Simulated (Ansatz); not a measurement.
# PrMgH: the cost of one run

Program: Ansatz 0.2.0. Level of theory: DFT PBE, scalar-relativistic, plane waves, PAW; 4f electrons in the core of a trivalent norm-conserving potential. These are calculated values, not measurements.

1 further run of the same task is left out (it didn't finish). Runs told in other sessions of the task aren't counted.

**1. Starting point**

The structure is tetragonal, space group P4/mmm (No. 123). Conventional cell: a = 3.587 Å, b = 3.587 Å, c = 3.783 Å, α = 90.00°, β = 90.00°, γ = 90.00°. Pr (site symmetry 4/mmm) is surrounded by 4 H at 2.54 Å. Mg (site symmetry 4/mmm) is surrounded by 2 H at 1.89 Å. H (site symmetry 4/mmm) has 2 Mg at 1.89 Å and 4 Pr at 2.54 Å in its first shell of neighbours.

Coordinates:

```
CELL_PARAMETERS angstrom
3.58699 0.00000 0.00000
0.00000 3.58699 0.00000
0.00000 0.00000 3.78318
ATOMIC_POSITIONS crystal
Pr 0.00000 0.00000 0.00000
Mg 0.50000 0.50000 0.50000
H 0.50000 0.50000 0.00000
```

The cell is invented: species swapped into a database cell of MgNiH (P4/mmm, No. 123), with Pr on the Mg sites and Mg on the Ni sites. Its size is a rough estimate.

**2. The guess as it stands, on a coarse mesh**

input.yaml reads:

```yaml
crystal:
  lattice:
    - [3.58698634, 0.0, 0.0]
    - [0.0, 3.58698634, 0.0]
    - [0.0, 0.0, 3.78317959]
  atoms:
    - { symbol: Pr, position: [0.0, 0.0, 0.0] }
    - { symbol: Mg, position: [0.5, 0.5, 0.5] }
    - { symbol: H, position: [0.5, 0.5, 0.0] }
basis:
  ecutwfc: 660
kpoints:
  mp_grid: { grid: [6, 6, 4] }
hamiltonian:
  xc: pbe
  pseudopotentials:
    kind: paw
    azcp: { Pr: "pseudopotentials/pbe/nc/lanthanide_3plus/Pr.nc.azcp" }
scf:
  occupations: { method: gaussian, width: 0.1 }
  lower_state_search: "off"
output:
  forces: true
  stress: true
  eigenvalues: true
```

The run is started by

```console
ansatz run input.yaml --threads 1 --pin off --max-ram 2560MiB --backend cpu --events-out ev --progress --plain --runs-dir out
```

**Question.** How long does this run take on 1 thread of Arm Neoverse V2, shared host, and how much memory does it need?

About 1.9 s, with a peak of 0.3 GiB.
